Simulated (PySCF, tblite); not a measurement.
# C5H5ClO3S2: geometry, infrared bands and NMR shifts

Wanted: the infrared bands and NMR shifts of C5H5ClO3S2 (`COc1csc(S(=O)(=O)Cl)c1`), by calculation.

Computed with tblite 0.8.0 and PySCF 2.14.0, with density-fitted response routines of our own, on a single molecule in the gas phase. Atoms count from 0, in the outputs and in this text.

**1. The starting structure**

16 atoms, charge 0, multiplicity 1; geometry from: force field or distance geometry start.

Bonds of the start (Å): C0–O1 1.41, O1–C2 1.40, C2–C3 1.38, C3–S4 1.80, S4–C5 1.86, C5–S6 1.74, S6–O7 1.49, S6–O8 1.50, S6–Cl9 2.08, C5–C10 1.35, C10–C2 1.36, C0–H11 1.11, C0–H12 1.11, C0–H13 1.13, C3–H14 1.08, C10–H15 1.11.

**2. Relaxing the molecule with GFN2-xTB**

What the job is given:

```
{"job": {"kind": "relax", "xc": "GFN2-xTB", "basis": "xTB"}, "charge": 0, "multiplicity": 1}
C      2.708000    -0.741000    -0.213000
O      2.205000     0.558000    -0.017200
C      0.831500     0.836400     0.069200
C      0.398500     2.131600     0.259400
S     -1.404800     2.114900     0.313500
C     -1.427300     0.281500     0.028400
S     -2.848300    -0.715300    -0.091900
O     -2.472900    -2.146900    -0.279700
O     -3.762200    -0.221500    -1.172900
Cl    -3.900800    -0.538200     1.697100
C     -0.136800    -0.106700    -0.056900
H      2.062400    -1.360200    -0.873800
H      3.730600    -0.702300    -0.649200
H      2.868100    -1.211700     0.797600
H      1.018300     3.009000     0.388000
H      0.123100    -1.178700    -0.210100
```

The run is started by

```console
OMP_NUM_THREADS=1 python probes_run.py task.json out
```

This one command runs all jobs of the session in turn.

**Question.** This job is followed by: GFN2-xTB harmonic vibrations, gas phase; GIAO PBE0/pcSseg-1 NMR shielding, non-relativistic, gas phase. Predict these results of the whole session: strongest single infrared mode (GFN2-xTB); zero-point energy (GFN2-xTB); 13C shifts against TMS (PBE0/pcSseg-1); 1H shifts against TMS (PBE0/pcSseg-1, means over atoms taken as alike); 17O shifts against H2O (PBE0/pcSseg-1, means over atoms taken as alike); 33S shifts against CS2 (PBE0/pcSseg-1); 35Cl shifts against HCl (PBE0/pcSseg-1).

**Answer**, as computed:

| quantity | value |
| --- | --- |
| strongest single infrared mode (GFN2-xTB) | 1298 cm⁻¹, 323 km/mol |
| zero-point energy (GFN2-xTB) | 60.8 kcal/mol |
| 13C shifts against TMS (PBE0/pcSseg-1) | 163.5, 154.2, 121.9, 121.7, 59.2 ppm |
| 1H shifts against TMS (PBE0/pcSseg-1, means over atoms taken as alike) | 7.29, 6.86, 4.01 ppm |
| 17O shifts against H2O (PBE0/pcSseg-1, means over atoms taken as alike) | 298.8, 93.2 ppm |
| 33S shifts against CS2 (PBE0/pcSseg-1) | 308, 199 ppm |
| 35Cl shifts against HCl (PBE0/pcSseg-1) | 667 ppm |

**Reading.** Over 98 steps the energy fell by 1.097 eV; of the close pairs, S4–C5 changed most, 1.856 to 1.705 Å. No mode is imaginary among the 42: a minimum at this level. The strongest single mode, at 1298 cm⁻¹, has its largest shares on S6, O8 and O7 (the list is cut at 3 atoms). Unscaled tight-binding wavenumbers are off by several per cent, some by more. Its intensities can rank the bands wrongly. At PBE0/pcSseg-1: The widest tensor belongs to Cl9: span 1023 ppm, with a paramagnetic part of -862 ppm. NICS(1)zz of -24 ppm above the planar ring from C2 marks a diatropic (aromatic) ring current.
